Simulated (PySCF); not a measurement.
# A gas-phase reaction: BCl2HO + H3N → BCl2H2N + H2O

What reaction energy should one expect for `OB(Cl)Cl` + `N` → `NB(Cl)Cl` + `O`?

Programs: PySCF 2.14.0. All values are calculated, for the isolated system unless a continuum is named. Atoms count from 0, parts from 1.

## 1. The system as given

Each species was relaxed by itself at PBE0-D3(BJ)/def2-SVPD.

## 2. Reaction energy: wB97M-D3(BJ)/def2-TZVPD

What the job is given:

```
{"job": {"kind": "react", "xc": "wB97M-D3(BJ)", "basis": "def2-TZVPD"}, "charge": 0, "multiplicity": 1}
-1 BCl2HO charge 0 multiplicity 1
O     -1.051180    -0.064880     0.391250
B      0.255770    -0.106110     0.105540
Cl     0.916590     0.714700    -1.315460
Cl     1.330260    -0.996000     1.166400
H     -1.577540     0.441280    -0.235720

-1 H3N charge 0 multiplicity 1
N      0.005880     0.000150     0.284530
H     -0.772060    -0.538910    -0.084380
H      0.856220    -0.400180    -0.100860
H     -0.078050     0.940650    -0.090030

+1 BCl2H2N charge 0 multiplicity 1
N     -0.578450     0.395350     0.522110
B      0.354840    -0.171580    -0.330520
Cl    -0.050410    -1.610110    -1.277340
Cl     1.969760     0.533030    -0.485580
H     -1.507220     0.015400     0.630790
H     -0.377550     1.215640     1.075100

+1 H2O charge 0 multiplicity 1
O     -0.001210     0.389230    -0.011390
H     -0.762280    -0.196990     0.005850
H      0.763520    -0.192210     0.005520
```

Level: wB97M-D3(BJ)/def2-TZVPD reaction energy of separated species, gas phase.

On the command line:

```console
OMP_NUM_THREADS=1 python cluster_run.py task.json out
```

This one command runs all jobs of the session in turn.

What it wrote:

```text
species 1 (BCl2HO)
coarse grid: 25464 points
cycle   1  E = -1021.3157609072  dE =  5.880e-01  |g| = 6.636e-01  |ddm| = 1.724e+00
cycle   2  E = -1021.3227104065  dE = -6.949e-03  |g| = 7.244e-01  |ddm| = 8.485e-01
cycle   3  E = -1021.4125052344  dE = -8.979e-02  |g| = 5.183e-02  |ddm| = 3.937e-01
cycle   4  E = -1021.4130869099  dE = -5.817e-04  |g| = 2.922e-02  |ddm| = 6.464e-02
cycle   5  E = -1021.4132702218  dE = -1.833e-04  |g| = 6.084e-03  |ddm| = 2.500e-02
cycle   6  E = -1021.4132830545  dE = -1.283e-05  |g| = 1.439e-03  |ddm| = 7.207e-03
cycle   7  E = -1021.4132837566  dE = -7.020e-07  |g| = 3.912e-04  |ddm| = 1.772e-03
final grid: 51280 points
cycle   8  E = -1021.4132015044  dE = -7.159e-08  |g| = 2.315e-04  |ddm| = 1.997e-03
cycle   9  E = -1021.4132015133  dE = -8.825e-09  |g| = 1.871e-04  |ddm| = 4.181e-04
cycle  10  E = -1021.4132015216  dE = -8.377e-09  |g| = 2.144e-05  |ddm| = 1.242e-04
cycle  11  E = -1021.4132015220  dE = -3.238e-10  |g| = 1.157e-05  |ddm| = 4.996e-05
converged SCF energy = -1021.4132015220

species 2 (H3N)
coarse grid: 12536 points
cycle   1  E = -56.5694026063  dE = -1.294e-01  |g| = 3.024e-01  |ddm| = 1.089e+00
cycle   2  E = -56.5779568622  dE = -8.554e-03  |g| = 2.716e-01  |ddm| = 2.676e-01
cycle   3  E = -56.5918790252  dE = -1.392e-02  |g| = 2.124e-02  |ddm| = 1.115e-01
cycle   4  E = -56.5919846458  dE = -1.056e-04  |g| = 5.194e-03  |ddm| = 1.729e-02
cycle   5  E = -56.5919957849  dE = -1.114e-05  |g| = 7.323e-04  |ddm| = 8.721e-03
cycle   6  E = -56.5919962001  dE = -4.152e-07  |g| = 1.111e-04  |ddm| = 3.177e-03
final grid: 27112 points
cycle   7  E = -56.5919835573  dE = -1.528e-08  |g| = 6.489e-05  |ddm| = 6.455e-04
cycle   8  E = -56.5919835593  dE = -1.950e-09  |g| = 5.310e-05  |ddm| = 2.090e-04
cycle   9  E = -56.5919835599  dE = -6.686e-10  |g| = 1.192e-05  |ddm| = 4.600e-05
converged SCF energy = -56.5919835599

species 3 (BCl2H2N)
coarse grid: 27880 points
cycle   1  E = -1001.4766234790  dE =  5.152e-01  |g| = 4.044e-01  |ddm| = 1.783e+00
cycle   2  E = -1001.5012654397  dE = -2.464e-02  |g| = 3.460e-01  |ddm| = 6.276e-01
cycle   3  E = -1001.5264172967  dE = -2.515e-02  |g| = 3.170e-02  |ddm| = 2.316e-01
cycle   4  E = -1001.5267930807  dE = -3.758e-04  |g| = 1.349e-02  |ddm| = 4.721e-02
cycle   5  E = -1001.5268418651  dE = -4.878e-05  |g| = 5.490e-03  |ddm| = 1.769e-02
cycle   6  E = -1001.5268493134  dE = -7.448e-06  |g| = 1.536e-03  |ddm| = 5.172e-03
final grid: 56440 points
cycle   7  E = -1001.5267735629  dE = -3.179e-07  |g| = 1.382e-03  |ddm| = 3.845e-03
cycle   8  E = -1001.5267736011  dE = -3.819e-08  |g| = 1.401e-03  |ddm| = 1.409e-03
cycle   9  E = -1001.5267739898  dE = -3.887e-07  |g| = 6.454e-05  |ddm| = 6.781e-04
cycle  10  E = -1001.5267739922  dE = -2.400e-09  |g| = 4.007e-05  |ddm| = 1.205e-04
cycle  11  E = -1001.5267739929  dE = -6.389e-10  |g| = 1.000e-05  |ddm| = 6.736e-05
converged SCF energy = -1001.5267739929

species 4 (H2O)
coarse grid: 10128 points
cycle   1  E = -76.4117501126  dE = -7.454e-02  |g| = 5.872e-01  |ddm| = 8.994e-01
cycle   2  E = -76.4087425026  dE =  3.008e-03  |g| = 6.461e-01  |ddm| = 5.038e-01
cycle   3  E = -76.4759337500  dE = -6.719e-02  |g| = 2.731e-02  |ddm| = 2.374e-01
cycle   4  E = -76.4760589533  dE = -1.252e-04  |g| = 5.497e-03  |ddm| = 1.609e-02
cycle   5  E = -76.4760676301  dE = -8.677e-06  |g| = 8.214e-04  |ddm| = 5.831e-03
final grid: 21952 points
cycle   6  E = -76.4760630417  dE = -1.976e-07  |g| = 5.843e-04  |ddm| = 1.373e-03
cycle   7  E = -76.4760630485  dE = -6.845e-09  |g| = 6.466e-04  |ddm| = 6.469e-04
cycle   8  E = -76.4760631122  dE = -6.363e-08  |g| = 3.199e-05  |ddm| = 2.236e-04
cycle   9  E = -76.4760631130  dE = -8.229e-10  |g| = 4.135e-06  |ddm| = 1.105e-04
converged SCF energy = -76.4760631130

Reaction energy = 1.051 kcal/mol
```

Wall time 36 s (1 thread of Arm Neoverse N1, shared host); peak memory 0.64 GiB.

Species by species (with the dispersion term, which the log's SCF energies lack):

| ν | species | energy (Eh) | HOMO (eV) |
| --- | --- | --- | --- |
| -1 | OB(Cl)Cl | -1021.41826 | -11.46 |
| -1 | N | -56.59358 | -10.26 |
| +1 | NB(Cl)Cl | -1001.53335 | -11.01 |
| +1 | O | -76.47682 | -11.72 |

## 3. Reaction energy: PBE0-D3(BJ)/def2-TZVPD

The job, as its differences from that of step 2:

```diff
@@ -1,2 +1,2 @@
-{"job": {"kind": "react", "xc": "wB97M-D3(BJ)", "basis": "def2-TZVPD"}, "charge": 0, "multiplicity": 1}
+{"job": {"kind": "react", "xc": "PBE0", "basis": "def2-TZVPD", "disp": "d3bj"}, "charge": 0, "multiplicity": 1}
 -1 BCl2HO charge 0 multiplicity 1
```

With the program's defaults for keys left out, this is: PBE0-D3(BJ)/def2-TZVPD reaction energy of separated species, gas phase.

What it wrote:

```text
species 1 (BCl2HO)
coarse grid: 6040 points
cycle   1  E = -1020.7979182900  dE =  5.076e-01  |g| = 6.371e-01  |ddm| = 1.811e+00
cycle   2  E = -1020.6909950486  dE =  1.069e-01  |g| = 1.006e+00  |ddm| = 1.010e+00
cycle   3  E = -1020.8706845680  dE = -1.797e-01  |g| = 8.621e-02  |ddm| = 6.530e-01
cycle   4  E = -1020.8722908753  dE = -1.606e-03  |g| = 3.239e-02  |ddm| = 9.599e-02
cycle   5  E = -1020.8724746496  dE = -1.838e-04  |g| = 8.423e-03  |ddm| = 2.905e-02
cycle   6  E = -1020.8724907987  dE = -1.615e-05  |g| = 2.775e-03  |ddm| = 7.275e-03
cycle   7  E = -1020.8724927604  dE = -1.962e-06  |g| = 3.015e-04  |ddm| = 2.031e-03
final grid: 51280 points
cycle   8  E = -1020.8722607777  dE = -3.578e-05  |g| = 5.453e-03  |ddm| = 6.248e-02
cycle   9  E = -1020.8722556826  dE =  5.095e-06  |g| = 7.492e-03  |ddm| = 6.919e-03
cycle  10  E = -1020.8722654678  dE = -9.785e-06  |g| = 9.177e-04  |ddm| = 4.473e-03
cycle  11  E = -1020.8722655901  dE = -1.224e-07  |g| = 1.616e-04  |ddm| = 7.038e-04
cycle  12  E = -1020.8722655952  dE = -5.067e-09  |g| = 6.484e-05  |ddm| = 1.451e-04
cycle  13  E = -1020.8722655962  dE = -9.713e-10  |g| = 1.498e-05  |ddm| = 5.381e-05
converged SCF energy = -1020.8722655962

species 2 (H3N)
coarse grid: 2928 points
cycle   1  E = -56.4892347958  dE = -9.638e-02  |g| = 3.706e-01  |ddm| = 1.102e+00
cycle   2  E = -56.4628112262  dE =  2.642e-02  |g| = 5.179e-01  |ddm| = 4.441e-01
cycle   3  E = -56.5199074937  dE = -5.710e-02  |g| = 1.577e-02  |ddm| = 2.491e-01
cycle   4  E = -56.5199561165  dE = -4.862e-05  |g| = 3.352e-03  |ddm| = 8.665e-03
cycle   5  E = -56.5199582866  dE = -2.170e-06  |g| = 3.226e-04  |ddm| = 2.233e-03
final grid: 27112 points
cycle   6  E = -56.5150235826  dE = -1.175e-05  |g| = 5.566e-03  |ddm| = 1.605e-02
cycle   7  E = -56.5150182003  dE =  5.382e-06  |g| = 7.620e-03  |ddm| = 6.070e-03
cycle   8  E = -56.5150297662  dE = -1.157e-05  |g| = 1.300e-04  |ddm| = 3.429e-03
cycle   9  E = -56.5150297699  dE = -3.750e-09  |g| = 3.236e-05  |ddm| = 1.026e-04
cycle  10  E = -56.5150297702  dE = -2.764e-10  |g| = 3.577e-06  |ddm| = 2.346e-05
converged SCF energy = -56.5150297702

species 3 (BCl2H2N)
coarse grid: 6640 points
cycle   1  E = -1000.9777981304  dE =  4.046e-01  |g| = 3.616e-01  |ddm| = 1.890e+00
cycle   2  E = -1000.9724397416  dE =  5.358e-03  |g| = 4.215e-01  |ddm| = 5.423e-01
cycle   3  E = -1001.0076848910  dE = -3.525e-02  |g| = 6.058e-02  |ddm| = 2.531e-01
cycle   4  E = -1001.0085356510  dE = -8.508e-04  |g| = 2.300e-02  |ddm| = 6.069e-02
cycle   5  E = -1001.0086353331  dE = -9.968e-05  |g| = 3.127e-03  |ddm| = 1.837e-02
cycle   6  E = -1001.0086364816  dE = -1.149e-06  |g| = 2.152e-03  |ddm| = 3.415e-03
final grid: 56440 points
cycle   7  E = -1001.0048073822  dE = -3.011e-05  |g| = 5.109e-03  |ddm| = 6.000e-02
cycle   8  E = -1001.0048059215  dE =  1.461e-06  |g| = 5.460e-03  |ddm| = 6.506e-03
cycle   9  E = -1001.0048112637  dE = -5.342e-06  |g| = 9.658e-04  |ddm| = 3.330e-03
cycle  10  E = -1001.0048114616  dE = -1.979e-07  |g| = 1.518e-04  |ddm| = 6.896e-04
cycle  11  E = -1001.0048114661  dE = -4.516e-09  |g| = 4.304e-05  |ddm| = 1.452e-04
cycle  12  E = -1001.0048114666  dE = -4.293e-10  |g| = 1.848e-05  |ddm| = 4.013e-05
converged SCF energy = -1001.0048114666

species 4 (H2O)
coarse grid: 2328 points
cycle   1  E = -76.3044330271  dE = -5.305e-03  |g| = 6.571e-01  |ddm| = 9.011e-01
cycle   2  E = -76.1882109828  dE =  1.162e-01  |g| = 1.036e+00  |ddm| = 7.256e-01
cycle   3  E = -76.3820336607  dE = -1.938e-01  |g| = 3.132e-02  |ddm| = 4.396e-01
cycle   4  E = -76.3822159648  dE = -1.823e-04  |g| = 5.864e-03  |ddm| = 1.606e-02
cycle   5  E = -76.3822211039  dE = -5.139e-06  |g| = 7.850e-04  |ddm| = 2.507e-03
final grid: 21952 points
cycle   6  E = -76.3808944507  dE = -1.509e-05  |g| = 3.444e-03  |ddm| = 9.317e-03
cycle   7  E = -76.3808924904  dE =  1.960e-06  |g| = 4.746e-03  |ddm| = 3.317e-03
cycle   8  E = -76.3808961969  dE = -3.706e-06  |g| = 2.520e-04  |ddm| = 1.962e-03
cycle   9  E = -76.3808962075  dE = -1.063e-08  |g| = 2.400e-05  |ddm| = 1.101e-04
cycle  10  E = -76.3808962076  dE = -1.123e-10  |g| = 3.290e-06  |ddm| = 1.515e-05
converged SCF energy = -76.3808962076

Reaction energy = 0.642 kcal/mol
```

Run time: 19 s. Hardware: 1 thread of Arm Neoverse N1, shared host; peak memory 0.6 GiB.

Reaction energy at this level: 0.64 kcal/mol.

## 4. Reaction energy: MP2/def2-TZVPD

The job, as its differences from that of step 3:

```diff
@@ -1,2 +1,2 @@
-{"job": {"kind": "react", "xc": "PBE0", "basis": "def2-TZVPD", "disp": "d3bj"}, "charge": 0, "multiplicity": 1}
+{"job": {"kind": "react", "xc": "MP2", "basis": "def2-TZVPD"}, "charge": 0, "multiplicity": 1}
 -1 BCl2HO charge 0 multiplicity 1
```

Level: MP2/def2-TZVPD reaction energy of separated species, gas phase.

What it wrote:

```text
species 1 (BCl2HO)
final grid: 51280 points
cycle   1  E = -1019.2608985885  dE =  6.504e-01  |g| = 5.668e-01  |ddm| = 1.684e+00
cycle   2  E = -1019.3207131500  dE = -5.981e-02  |g| = 3.297e-01  |ddm| = 6.184e-01
cycle   3  E = -1019.3416614521  dE = -2.095e-02  |g| = 4.499e-02  |ddm| = 2.013e-01
cycle   4  E = -1019.3424488580  dE = -7.874e-04  |g| = 1.341e-02  |ddm| = 6.175e-02
cycle   5  E = -1019.3425187130  dE = -6.986e-05  |g| = 4.940e-03  |ddm| = 1.877e-02
cycle   6  E = -1019.3425295057  dE = -1.079e-05  |g| = 1.499e-03  |ddm| = 5.389e-03
cycle   7  E = -1019.3425309982  dE = -1.493e-06  |g| = 3.741e-04  |ddm| = 2.623e-03
cycle   8  E = -1019.3425310983  dE = -1.002e-07  |g| = 9.578e-05  |ddm| = 6.944e-04
cycle   9  E = -1019.3425311040  dE = -5.695e-09  |g| = 2.505e-05  |ddm| = 1.772e-04
cycle  10  E = -1019.3425311045  dE = -4.682e-10  |g| = 6.597e-06  |ddm| = 5.335e-05
converged SCF energy = -1019.3425311045

species 2 (H3N)
final grid: 27112 points
cycle   1  E = -56.2058936315  dE = -1.621e-01  |g| = 2.298e-01  |ddm| = 1.073e+00
cycle   2  E = -56.2178839206  dE = -1.199e-02  |g| = 7.796e-02  |ddm| = 1.404e-01
cycle   3  E = -56.2190891890  dE = -1.205e-03  |g| = 2.444e-02  |ddm| = 4.020e-02
cycle   4  E = -56.2192485140  dE = -1.593e-04  |g| = 5.225e-03  |ddm| = 1.749e-02
cycle   5  E = -56.2192626451  dE = -1.413e-05  |g| = 1.112e-03  |ddm| = 7.204e-03
cycle   6  E = -56.2192638646  dE = -1.219e-06  |g| = 2.934e-04  |ddm| = 3.286e-03
cycle   7  E = -56.2192639593  dE = -9.467e-08  |g| = 4.961e-05  |ddm| = 9.839e-04
cycle   8  E = -56.2192639614  dE = -2.081e-09  |g| = 4.563e-06  |ddm| = 1.082e-04
cycle   9  E = -56.2192639614  dE = -1.394e-11  |g| = 5.841e-07  |ddm| = 2.273e-05
converged SCF energy = -56.2192639614

species 3 (BCl2H2N)
final grid: 56440 points
cycle   1  E = -999.4393019856  dE =  6.195e-01  |g| = 4.080e-01  |ddm| = 1.752e+00
cycle   2  E = -999.4857005287  dE = -4.640e-02  |g| = 2.004e-01  |ddm| = 5.680e-01
cycle   3  E = -999.4955798177  dE = -9.879e-03  |g| = 4.531e-02  |ddm| = 1.671e-01
cycle   4  E = -999.4964313120  dE = -8.515e-04  |g| = 8.872e-03  |ddm| = 6.691e-02
cycle   5  E = -999.4964829211  dE = -5.161e-05  |g| = 2.896e-03  |ddm| = 1.590e-02
cycle   6  E = -999.4964878556  dE = -4.935e-06  |g| = 1.063e-03  |ddm| = 4.138e-03
cycle   7  E = -999.4964885750  dE = -7.194e-07  |g| = 3.376e-04  |ddm| = 1.567e-03
cycle   8  E = -999.4964886387  dE = -6.364e-08  |g| = 9.478e-05  |ddm| = 5.327e-04
cycle   9  E = -999.4964886426  dE = -3.925e-09  |g| = 2.174e-05  |ddm| = 1.424e-04
cycle  10  E = -999.4964886429  dE = -3.320e-10  |g| = 5.869e-06  |ddm| = 4.577e-05
converged SCF energy = -999.4964886429

species 4 (H2O)
final grid: 21952 points
cycle   1  E = -76.0248943525  dE = -1.467e-01  |g| = 4.364e-01  |ddm| = 8.776e-01
cycle   2  E = -76.0503803707  dE = -2.549e-02  |g| = 2.594e-01  |ddm| = 2.972e-01
cycle   3  E = -76.0608894839  dE = -1.051e-02  |g| = 2.594e-02  |ddm| = 1.025e-01
cycle   4  E = -76.0610468440  dE = -1.574e-04  |g| = 5.694e-03  |ddm| = 1.523e-02
cycle   5  E = -76.0610612118  dE = -1.437e-05  |g| = 1.176e-03  |ddm| = 5.302e-03
cycle   6  E = -76.0610621015  dE = -8.898e-07  |g| = 2.235e-04  |ddm| = 1.658e-03
cycle   7  E = -76.0610621382  dE = -3.670e-08  |g| = 3.304e-05  |ddm| = 3.733e-04
cycle   8  E = -76.0610621389  dE = -6.652e-10  |g| = 4.159e-06  |ddm| = 3.886e-05
converged SCF energy = -76.0610621389

Reaction energy = 0.660 kcal/mol
```

Wall time 9.2 s (1 thread of Arm Neoverse N1, shared host); peak memory 0.43 GiB.

Reaction energy at this level: 0.66 kcal/mol.

## 5. Side by side

Energies in kcal/mol, with wall time:

| run | reaction | time |
| --- | --- | --- |
| wB97M-D3(BJ)/def2-TZVPD | 1.05 | 36 s |
| PBE0-D3(BJ)/def2-TZVPD | 0.64 | 19 s |
| MP2/def2-TZVPD | 0.66 | 9.2 s |

## 6. Summary of results

| quantity | value |
| --- | --- |
| reaction energy (wB97M-D3(BJ)/def2-TZVPD) | 1.05 kcal/mol |
| ΔH, ΔG at 298 K (xTB thermal terms) | +0.6, +1.0 kcal/mol |
| range of the reaction energy over the runs of this table | 0.64 to 1.05 kcal/mol |

The reaction is endothermic by 0.6 kcal/mol in the gas phase; dispersion gives -0.42, and xTB itself gave 0.44 for the electronic energy (xTB energies and thermal terms come from the earlier relaxation of each species, not shown). No barrier was sought. The reaction energy runs from 0.64 (PBE0-D3(BJ)/def2-TZVPD) to 1.05 kcal/mol (wB97M-D3(BJ)/def2-TZVPD).
